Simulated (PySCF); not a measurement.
# Sn₂Se: structure of the singlet

Where does singlet Sn₂Se go from a bent start, is the end point a minimum, and what are its modes, charges and moments?

Method: PBE0, basis Se def2-SVP, Sn def2-SVP with ECP28, scalar-relativistic core potentials, no spin–orbit coupling, density fitting; program: PySCF 2.14.0.

### 1 The starting structure

3 atoms, charge 0, spin multiplicity 1.

Bond lengths: Se1–Sn2 2.560 Å, Se1–Sn3 2.560 Å. Angles: Sn2–Se1–Sn3 110.0°.

Coordinates in bohr (charge 0 multiplicity 1):
```
Se    0.0000    0.0000    0.0000
Sn    3.9628    0.0000    2.7749
Sn   -3.9628    0.0000    2.7749
```

### 2 First SCF at the start

One driver script runs all steps and calls PySCF; scf.py shows how it sets up the SCF of each step. The optimiser is the driver's own. After this first run the driver tries any further starts and a stability analysis.

scf.py reads:

```python
from pyscf import gto, scf, dft
mol = gto.M(atom='''
Se     0.000000     0.000000     0.000000
Sn     2.097000     0.000000     1.468400
Sn    -2.097000     0.000000     1.468400''',
    basis={'Se': 'def2-SVP', 'Sn': 'def2-SVP'},
    ecp={'Sn': 'def2-SVP'},
    charge=0, spin=0)
mf = dft.RKS(mol, xc='PBE0')
mf.grids.atom_grid = (50, 194)
aux = {'Se': 'def2-universal-JKFIT', 'Sn': 'def2-universal-JKFIT'}
mf = mf.density_fit(auxbasis=aux)
mf.conv_tol = 1e-08
mf.diis_space = 10
mf.max_cycle = 60
mf.init_guess = 'minao'
mf.verbose = 4
mf.kernel()
```

Started as:

```console
$ OMP_NUM_THREADS=2 python axn.py task.json out
```

Standard output:

```text
init E= -2783.36177401204
  HOMO = -0.948647553249764  LUMO = -0.945482940855805  gap/eV = 0.08611
cycle= 1 E= -2827.0292036031  delta_E= -43.7  |g|= 3.23  |ddm|= 9.79
  HOMO = -0.0164597317847249  LUMO = -0.00288021427251179  gap/eV = 0.36952
cycle= 2 E= -2824.45853808007  delta_E= 2.57  |g|= 4.16  |ddm|= 14.2
  HOMO = -0.0914379139371479  LUMO = -0.0739343989064947  gap/eV = 0.47629
cycle= 3 E= -2829.33530601638  delta_E= -4.88  |g|= 0.864  |ddm|= 12.2
  HOMO = -0.143152223363449  LUMO = -0.132308258779017  gap/eV = 0.29508
cycle= 4 E= -2829.38040930774  delta_E= -0.0451  |g|= 0.79  |ddm|= 2.07
  HOMO = -0.142500757417627  LUMO = -0.117656616796657  gap/eV = 0.67604
cycle= 5 E= -2829.59012328211  delta_E= -0.21  |g|= 0.0862  |ddm|= 1.08
  HOMO = -0.146592419574312  LUMO = -0.120133186312082  gap/eV = 0.71999
cycle= 6 E= -2829.59291281397  delta_E= -0.00279  |g|= 0.0383  |ddm|= 0.154
  HOMO = -0.144191629552888  LUMO = -0.117831922009983  gap/eV = 0.71728
cycle= 7 E= -2829.59337175388  delta_E= -0.000459  |g|= 0.00492  |ddm|= 0.0514
  HOMO = -0.144219717383276  LUMO = -0.117979607223683  gap/eV = 0.71403
cycle= 8 E= -2829.59338211078  delta_E= -1.04e-05  |g|= 0.00162  |ddm|= 0.00959
  HOMO = -0.144219265973076  LUMO = -0.117938423891184  gap/eV = 0.71514
cycle= 9 E= -2829.59338339691  delta_E= -1.29e-06  |g|= 0.000334  |ddm|= 0.00351
  HOMO = -0.144236742370769  LUMO = -0.117960092271308  gap/eV = 0.71502
cycle= 10 E= -2829.59338346035  delta_E= -6.34e-08  |g|= 6.42e-05  |ddm|= 0.000738
  HOMO = -0.144238664118086  LUMO = -0.117961700420648  gap/eV = 0.71503
cycle= 11 E= -2829.59338346346  delta_E= -3.1e-09  |g|= 1.63e-05  |ddm|= 0.000201
  HOMO = -0.144238412526546  LUMO = -0.117961585321463  gap/eV = 0.71503
Extra cycle  E= -2829.59338346321  delta_E= 2.46e-10  |g|= 3.02e-05  |ddm|= 7.26e-05
converged SCF energy = -2829.59338346321
```

This step, with its further starts and checks, needed 8.3 s of wall time on 2 threads of Intel Xeon 6975P-C (Granite Rapids), shared host.

The starts that the driver tried:

```csv
start,energy (Eh)
the minimal-basis guess,-2829.593383
a thermally smeared density,-2829.607645
a smeared PBE density,-2829.607645
```

This is not the lowest solution: one lies 37.4 kJ/mol lower, at -2829.60765 Eh, and the relaxation starts from that.

### 3 Relaxation: bent start, singlet

The program finds C2v symmetry in the start, which this walk keeps. Threshold on the gradient: 0.0003 Eh/bohr, with a further test on the energy change.

scf.py: that of step 2 with these lines changed.

```diff
@@ -3,3 +3,3 @@
-Se     0.000000     0.000000     0.000000
-Sn     2.097000     0.000000     1.468400
-Sn    -2.097000     0.000000     1.468400''',
+Se     0.000000     0.000000    -1.101363
+Sn     2.097000     0.000000     0.367037
+Sn    -2.097000     0.000000     0.367037''',
@@ -16 +15,0 @@
-mf.init_guess = 'minao'
```

The optimiser's trace:

```csv
step,energy (Eh),change (kJ/mol),largest symmetric gradient (Eh/bohr)
0,-2829.607645,0.00,0.02242
1,-2829.626362,-49.14,0.02709
2,-2829.652821,-118.61,0.03594
3,-2829.664555,-149.42,0.03964
4,-2829.669176,-161.55,0.02466
5,-2829.672370,-169.94,0.00846
6,-2829.672605,-170.55,0.00136
7,-2829.672611,-170.57,0.00005
```

The walk took 20 s.

Geometry (Å) and forces (eV/Å) at some steps:

```
step 0
Se   0.000   0.000  -1.101   0.000   0.000  -1.153
Sn   2.097   0.000   0.367  -0.872   0.000   0.576
Sn  -2.097   0.000   0.367   0.872   0.000   0.576
step 1
Se   0.000   0.000  -1.256   0.001   0.000  -0.426
Sn   1.957   0.000   0.444  -1.394   0.000   0.213
Sn  -1.957   0.000   0.444   1.393   0.000   0.213
step 4
Se   0.000   0.000  -1.590   0.000   0.000   1.268
Sn   1.505   0.000   0.612  -0.813   0.000  -0.634
Sn  -1.505   0.000   0.612   0.813   0.000  -0.634
step 7
Se   0.000   0.000  -1.534   0.000   0.000   0.003
Sn   1.462   0.000   0.583  -0.001   0.000  -0.001
Sn  -1.462   0.000   0.583   0.001   0.000  -0.001
```

It settles in C2v symmetry, 170.6 kJ/mol below the start, after 7 steps: Se–Sn 2.573 Å (×2), Sn–Sn 2.925 Å; Se–Sn–Sn 55.4° (×2), Sn–Se–Sn 69.3°.

### 4 Vibrations and properties at this point

On the finer grid the gradient is checked again; gradients at displacements of ±0.02 bohr then give force constants and infrared intensities.

scf.py: that of step 3 with these lines changed.

```diff
@@ -3,3 +3,3 @@
-Se     0.000000     0.000000    -1.101363
-Sn     2.097000     0.000000     0.367037
-Sn    -2.097000     0.000000     0.367037''',
+Se     0.000000     0.000000    -1.588226
+Sn     1.462556     0.000000     0.529281
+Sn    -1.462556     0.000000     0.529281''',
@@ -10 +10 @@
-mf.grids.atom_grid = (50, 194)
+mf.grids.atom_grid = (75, 302)
@@ -13 +13 @@
-mf.conv_tol = 1e-08
+mf.conv_tol = 1e-10
```

The driver hands on the density of the step before, so the log starts near convergence.

SCF at the final geometry:

```text
init E= -2829.67270195884
  HOMO = -0.192460379666628  LUMO = -0.108417738361583  gap/eV = 2.28692
cycle= 1 E= -2829.67270195883  delta_E= 8.64e-12  |g|= 8.41e-07  |ddm|= 2.46e-06
  HOMO = -0.192460367645523  LUMO = -0.108417780479688  gap/eV = 2.28692
Extra cycle  E= -2829.67270195883  delta_E= 3.18e-12  |g|= 1.64e-06  |ddm|= 4.37e-06
converged SCF energy = -2829.67270195883
```

The whole step took 28 s.

Geometry: C2v; Se–Sn 2.574 Å (×2), Sn–Sn 2.925 Å; Se–Sn–Sn 55.4° (×2), Sn–Se–Sn 69.3°.

Harmonic modes (main isotopes):

| symmetry | ω (cm⁻¹) | IR (km/mol) | μ (u) |
| --- | --- | --- | --- |
| a1 | 154 | 1.0 | 112.18 |
| b2 | 192 | 4.6 | 96.21 |
| a1 | 267 | 12.9 | 91.78 |

No imaginary mode, so this is a minimum.

Constants and moments:

| Item | Value |
| --- | --- |
| Dipole moment | 2.04 D |
| Highest occupied level | -5.24 eV |
| Lowest empty level | -2.95 eV |
| Rotational constants | 0.06272, 0.03286, 0.02156 cm⁻¹ |
| Zero-point energy | 3.7 kJ/mol |
| Principal polarisabilities | 59.0, 104.9, 166.6 bohr³ |
| Atomisation energy without zero-point energy | 665 kJ/mol |
| Principal traceless quadrupole moments about the centre of mass | -4.84, -1.90, 6.74 D Å |
| Entropy at 298.15 K and 1 bar | 327.4 J/(mol K) |
| Heat capacity Cp at 298.15 K | 56.2 J/(mol K) |
| Enthalpy at 298.15 K above 0 K | 14.31 kJ/mol |
| Rotational symmetry number | 2 |

Populations by atom (charges in e):

```json
{"atom": "Se1", "Mulliken": "-0.35", "Löwdin": "-0.09", "polar tensor": "-0.54", "Mayer order to Se1": "–"}
{"atom": "Sn2,3", "Mulliken": "0.17", "Löwdin": "0.04", "polar tensor": "0.27", "Mayer order to Se1": "1.19"}
```

Mulliken populations on Se1: s 7.94, p 16.36, d 10.05.

### 5 Would spin polarisation lower it?

At the lowest minimum the closed shell is tested against spin polarisation, on the (50, 194) grid. It is stable.

### 6 Results

| quantity | value |
| --- | --- |
| minimum | singlet, C2v |
| geometry | Se–Sn 2.574 Å (×2), Sn–Sn 2.925 Å; Se–Sn–Sn 55.4° (×2), Sn–Se–Sn 69.3° |
| wavenumbers (cm⁻¹) | 154 (a1), 192 (b2), 267 (a1) |
| dipole moment | 2.04 D |
| highest occupied, lowest empty level | -5.24, -2.95 eV |
| polar-tensor charge of Se1 | -0.54 e |
| zero-point energy | 3.7 kJ/mol |
| entropy at 298.15 K | 327.4 J/(mol K) |
| atomisation energy (no zero-point energy) | 665 kJ/mol |

**Reading.** The bent start keeps its C2v symmetry and ends in a minimum. The strongest infrared band lies at 267 cm⁻¹ (a1). The first SCF alone would have been 37 kJ/mol too high. Other starts or spin states, not run here, may lie lower.

The search up to here needed 59 s of wall time on 2 threads of Intel Xeon 6975P-C (Granite Rapids), shared host.
